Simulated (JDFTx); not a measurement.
Input of a JDFTx 1.7.0 (patched build) run:

MgI2.in

```
lattice \
    7.8234661560    -3.9117330780     0.0000000000 \
    0.0000000000     6.7753204368     0.0000000000 \
    0.0000000000     0.0000000000    13.0013157374
coords-type Lattice
ion I      0.6666666667     0.3333333333     0.7500000000 1
ion I      0.3333333333     0.6666666667     0.2500000000 1
ion Mg     0.0000000000     0.0000000000     0.0000000000 1

ion-species pseudo/I.upf
ion-species pseudo/Mg.upf
elec-cutoff 42 336
elec-ex-corr gga-PBEsol
kpoint-folding 8 8 4
elec-smearing Fermi 0.0018374661
elec-n-bands 18
electronic-SCF nIterations 100 energyDiffThreshold 1e-09
electronic-minimize nIterations 30 energyDiffThreshold 1e-7
converge-empty-states yes
forces-output-coords Cartesian

dump-name run.$VAR
dump End Ecomponents EigStats BandEigs Kpoints Forces Stress
```

Potentials or basis: PseudoDojo-SR-PBEsol-0.4.1-standard with smoothed tails.

Command:

```bash
$ jdftx -c 1 -i MgI2.in -o MgI2.out
```

Question: What does it give for the pressure?

Answer: -0.8 GPa.

Question: What does it give for the band gap on the k mesh?

Answer: 3.44 eV, indirect (least direct gap 3.51 eV).

Question: What does it give for the largest force?

Answer: 0.284 eV/Å.

Question: Estimate the Loewdin charges.

Answer: I -0.54; Mg +1.33 e.

Stress tensor (GPa, compression positive):
```
-0.62  0.00  0.00
 0.00 -0.62  0.00
 0.00  0.00 -1.07
```

Caveat: spin-orbit coupling is left out, which moves the levels of the heavy elements; the cell's inner coordinates are idealised or old, which leaves forces on the atoms; this functional lacks dispersion, which binds the layers, so the pressure and a relaxed spacing across them are unreliable. A k mesh can miss the band edges.
